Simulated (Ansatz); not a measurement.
# C₃H₉InOS: up Jacob's ladder to CCSD(T)

One table from this session's results is given with a row withheld; the runs are named, their logs left out.

The runs use Ansatz 0.2.0, Gaussian basis; functionals in def2-TZVPP, the program's frozen cores in correlated methods.

The runs, in order: PBE-D4, r2SCAN-D4, PBE0-D4, B3LYP-D4, ωB97X-V, ωB97M-V, B2PLYP; CCSD(T)/def2-TZVPP; MP2/def2-QZVPP; extrapolation to the limit.

**The relaxed structure**

All runs share one geometry, relaxed beforehand with PBE0-D4 in a triple-zeta def2 set. In takes the def2 core potential; no spin-orbit term is included.

15 atoms, charge 0, spin multiplicity 1.

Atoms are counted from 1 here; the program's logs count them from 0.

Bond lengths: C1–C2 1.521 Å, C1–H7 1.097 Å, C1–H8 1.094 Å, C1–H9 1.093 Å, C2–C3 1.522 Å, C2–In4 2.169 Å, C2–H10 1.095 Å, C3–H11 1.094 Å, C3–H12 1.092 Å, C3–H13 1.097 Å, In4–O5 1.997 Å, In4–S6 2.383 Å, O5–H14 0.960 Å, S6–H15 1.345 Å. Angles: C2–C1–H7 110.4°, C2–C1–H8 111.9°, C2–C1–H9 112.5°, H7–C1–H8 106.9°, H7–C1–H9 107.3°, H8–C1–H9 107.6°, C1–C2–C3 112.2°, C1–C2–In4 111.2°, C1–C2–H10 109.0°, C3–C2–In4 111.3°, C3–C2–H10 108.8°, In4–C2–H10 104.0°, C2–C3–H11 111.9°, C2–C3–H12 112.5°, C2–C3–H13 110.3°, H11–C3–H12 107.6°, H11–C3–H13 106.9°, H12–C3–H13 107.5° and more.

As a file:

```
C     0.91485    0.93341   -1.18873
C     0.13422   -0.29875   -0.75744
C     1.04246   -1.48746   -0.47730
In   -1.13984    0.13611    0.94351
O    -1.45877    1.98033    1.63873
S    -2.36307   -1.36699    2.32949
H     1.51990    0.71170   -2.07660
H     1.60510    1.27151   -0.41020
H     0.26335    1.77392   -1.44113
H    -0.56910   -0.57199   -1.55121
H     1.74837   -1.27955    0.33207
H     0.48306   -2.38521   -0.20418
H     1.63894   -1.72857   -1.36591
H    -0.99521    2.66291    1.14847
H    -2.82424   -0.35134    3.08041
```

Set-up of the first run:

File in.yaml:

```yaml
crystal:
  periodic: [false, false, false]
  atoms:
    - {symbol: C, position_ang: [0.914847, 0.933411, -1.188727]}
    - {symbol: C, position_ang: [0.134224, -0.298753, -0.757438]}
    - {symbol: C, position_ang: [1.042456, -1.487461, -0.477302]}
    - {symbol: In, position_ang: [-1.139842, 0.136112, 0.943509]}
    - {symbol: O, position_ang: [-1.458774, 1.980327, 1.638730]}
    - {symbol: S, position_ang: [-2.363069, -1.366989, 2.329490]}
    - {symbol: H, position_ang: [1.519898, 0.711696, -2.076602]}
    - {symbol: H, position_ang: [1.605099, 1.271515, -0.410201]}
    - {symbol: H, position_ang: [0.263353, 1.773916, -1.441131]}
    - {symbol: H, position_ang: [-0.569103, -0.571987, -1.551209]}
    - {symbol: H, position_ang: [1.748372, -1.279555, 0.332074]}
    - {symbol: H, position_ang: [0.483056, -2.385211, -0.204176]}
    - {symbol: H, position_ang: [1.638939, -1.728574, -1.365910]}
    - {symbol: H, position_ang: [-0.995210, 2.662913, 1.148470]}
    - {symbol: H, position_ang: [-2.824245, -0.351340, 3.080413]}
basis:
  gaussian: {orbitals: def2-TZVPP}
hamiltonian: {xc: pbe, dispersion: d4}
output: {forces: true, orbitals: {seedname: orbitals}}
```

Command:

```console
$ ansatz run in.yaml --threads 2 --pin off --events-out ev --progress --plain --max-ram 32768MiB --backend cuda --devices 0, --max-vram 18GiB
```

Among the steps run: PBE-D4 (GGA); r2SCAN-D4 (meta-GGA); PBE0-D4 (hybrid); B3LYP-D4 (hybrid); ωB97X-V (range-separated); ωB97M-V (range-separated); B2PLYP (double hybrid); CCSD(T) in def2-TZVPP; MP2 in def2-QZVPP.

One table of the session follows, with a row left open; its other results are not shown here.

```
            method  atomisation energy (eV)
            PBE-D4                   56.417
         r2SCAN-D4                   55.659
           PBE0-D4                   55.551
          B3LYP-D4                   55.238
           ωB97X-V                   55.659
           ωB97M-V                   55.664
            B2PLYP                        ?
     HF/def2-TZVPP                   40.273
    MP2/def2-TZVPP                   54.986
   CCSD/def2-TZVPP                   53.464
CCSD(T)/def2-TZVPP                   54.308
           MP2/CBS                   56.447
       CCSD(T)/CBS                   55.770
```

Q: Estimate the row for B2PLYP from the others.

**Answer.** atomisation energy (eV): 54.758. In the column «atomisation energy (eV)» it lies between CCSD(T)/def2-TZVPP (54.308) and MP2/def2-TZVPP (54.986).

Limits of these values: Free atoms (3 C, 1 In, 1 O, 1 S, 9 H) were run apart at each level; the atomisation energy is their sum less the molecule, without zero-point or spin-orbit terms.
